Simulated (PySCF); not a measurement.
# [Sn(OH)6]2-: geometry, NMR shifts

Wanted: the NMR shifts of [Sn(OH)6]2- (`[OH][Sn-2]([OH])([OH])([OH])([OH])[OH]`), by calculation.

Computed with PySCF 2.14.0, with density-fitted response routines of our own, on a single molecule in the gas phase. Atoms are numbered from 0 throughout.

### 1 The molecule as given

13 atoms, charge -2, multiplicity 1; geometry from: GFN2-xTB. The atoms were then displaced at random by about 0.03 Å, so the start is not that level's minimum.

Bonds of the start (Å): Sn0–O1 2.03, Sn0–O3 2.07, Sn0–O5 1.98, Sn0–O7 2.06, Sn0–O9 2.12, Sn0–O11 1.97, O1–H2 0.97, O3–H4 0.88, O5–H6 0.97, O7–H8 0.92, O9–H10 0.97, O11–H12 0.90.

### 2 Geometry optimisation at PBE0-D3(BJ)/def2-SVP

What the job is given:

```
{"job": {"xc": "PBE0", "basis": "def2-SVP", "d3": "d3bj", "grid": 1, "maxiter": 40, "shake": 0.03, "kind": "geom"}, "charge": -2, "multiplicity": 1}
Sn     0.050500    -0.069970     0.014770
O     -0.083540    -0.031350     2.039660
H     -0.640540    -0.769740     2.336400
O      0.139320     0.036490    -2.053600
H      0.662560     0.656440    -2.392790
O      2.024090     0.068690     0.016010
H      2.386350     0.545030     0.777110
O     -2.006360    -0.028220    -0.049640
H     -2.373860    -0.494460    -0.751890
O     -0.038930     2.042260     0.085550
H     -0.812870     2.362700     0.575920
O      0.037000    -2.037440    -0.014150
H      0.686900    -2.332560    -0.561160
```

Started as:

```
$ OMP_NUM_THREADS=1 python probes_run.py task.json out
```

The driver reads the jobs from task.json and runs them one after another.

**Question.** This job is followed by: GIAO PBE0/pcSseg-1 Sn:def2-TZVP NMR shielding, non-relativistic, gas phase; GIAO B3LYP/pcSseg-1 Sn:def2-TZVP NMR shielding, non-relativistic, gas phase. What will the session give for the following? point group; rotational constants (main isotopes); ¹H shifts against TMS (PBE0/def2-TZVP+pcSseg-1, means over atoms taken as alike); ¹⁷O shifts against H2O (PBE0/def2-TZVP+pcSseg-1, means over atoms taken as alike); range of the shift of O1.

As calculated:

```
                                                                         quantity                 value
                                                                      point group                    S6
                                             rotational constants (main isotopes)  1.86, 1.56, 1.56 GHz
 ¹H shifts against TMS (PBE0/def2-TZVP+pcSseg-1, means over atoms taken as alike)             -0.49 ppm
¹⁷O shifts against H2O (PBE0/def2-TZVP+pcSseg-1, means over atoms taken as alike)              89.4 ppm
                                                         range of the shift of O1      89.4 to 94.0 ppm
```

What this shows: The start was shaken at random, so part of the energy gained undoes that. Relaxing lowered the energy by 1.547 eV in 17 steps; the close pair that moved most is Sn0–O11, from 1.968 to 2.105 Å. At PBE0/def2-TZVP+pcSseg-1: The largest span, 131 ppm, is at O1, O3, O5, O7, O9, O11, where the paramagnetic term is -148 ppm. In ppm, O1 (with its like atoms) moves most: its shift spreads over 4.6 ppm, from 89.4 (PBE0/def2-TZVP+pcSseg-1) to 94.0 (B3LYP/def2-TZVP+pcSseg-1). Spin-orbit coupling is left out, which matters for shieldings and couplings at and beside the heavy atoms. At PBE0/def2-TZVP+pcSseg-1 the HOMO lies above zero (+1.62 eV), as often for anions in the gas phase: self-interaction error lifts it, or the electron is held by the finite basis alone; counter-ions and solvent are missing.
